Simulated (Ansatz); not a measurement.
Run this with Ansatz 0.2.0, Python API and show what comes out.

`bh7n2osi.yaml`
```yaml
crystal:
  periodic: [false, false, false]
  atoms:
    - { symbol: "N", position_ang: [-2.0472, 0.3216, -0.0034] }
    - { symbol: Si, position_ang: [-0.687, -0.0176, 1.0147] }
    - { symbol: B, position_ang: [0.9143, 0.0566, -0.061] }
    - { symbol: "N", position_ang: [1.2122, -0.8559, -1.2489] }
    - { symbol: O, position_ang: [1.9974, 0.9999, 0.2914] }
    - { symbol: H, position_ang: [-2.1047, -0.3174, -0.7919] }
    - { symbol: H, position_ang: [-1.8845, 1.3003, -0.4461] }
    - { symbol: H, position_ang: [-0.557, 0.9841, 2.0998] }
    - { symbol: H, position_ang: [-0.8348, -1.3461, 1.623] }
    - { symbol: H, position_ang: [1.2042, -0.2551, -2.0671] }
    - { symbol: H, position_ang: [0.267, -1.4475, -1.3338] }
    - { symbol: H, position_ang: [2.597, 0.522, 0.9573] }
basis:
  gaussian: { orbitals: def2-SVP }
correlation:
  method: mp2
```

`deck_bh7n2osi.py`:
```python
import ansatz as az

session = az.Session.from_deck("bh7n2osi.yaml")
rep = session.plan(threads=1).execute().report

print(f"E = {rep['free_energy_ev']:.6f} eV = {rep['free_energy_ev'] / 27.211386246:.7f} Ha")
print("converged:", rep["converged"], " doubts:", rep["published_state_doubts"] or "none")
symbols = ["N", "Si", "B", "N", "O", "H", "H", "H", "H", "H", "H", "H"]
print("correlation energy", round(rep["free_energy_ev"] - rep["reference_energy_ev"], 5), "eV")
cluster = rep["correlation"].get("coupled_cluster")
if cluster:
    print("cycles", cluster["cycles"], " T1 diagnostic", round(cluster["t1_diagnostic"], 4), " largest double", round(cluster["largest_double"], 4))
state = rep["mean_field"]["state"]
print(f"mean field: {state['energy']['hartree']:.7f} Ha, <S^2> = {abs(state['spin_squared']):.4f}, stability: {state.get('stability', {}).get('kind')}")
```

`python deck_bh7n2osi.py` gives:
```text
E = -13658.927260 eV = -501.9563184 Ha
converged: True  doubts: none
correlation energy -19.59102 eV
mean field: -501.2363618 Ha, <S^2> = 0.0000, stability: minimum
```

Total energies depend on the basis set; only differences at equal settings carry meaning. The geometry is a force-field or estimated start, not a minimum of this method, and the basis set is short of its limit. Hardware and time: 1.6 s on 1 thread of Arm Neoverse V2, on a shared host, peak memory 0.23 GiB.
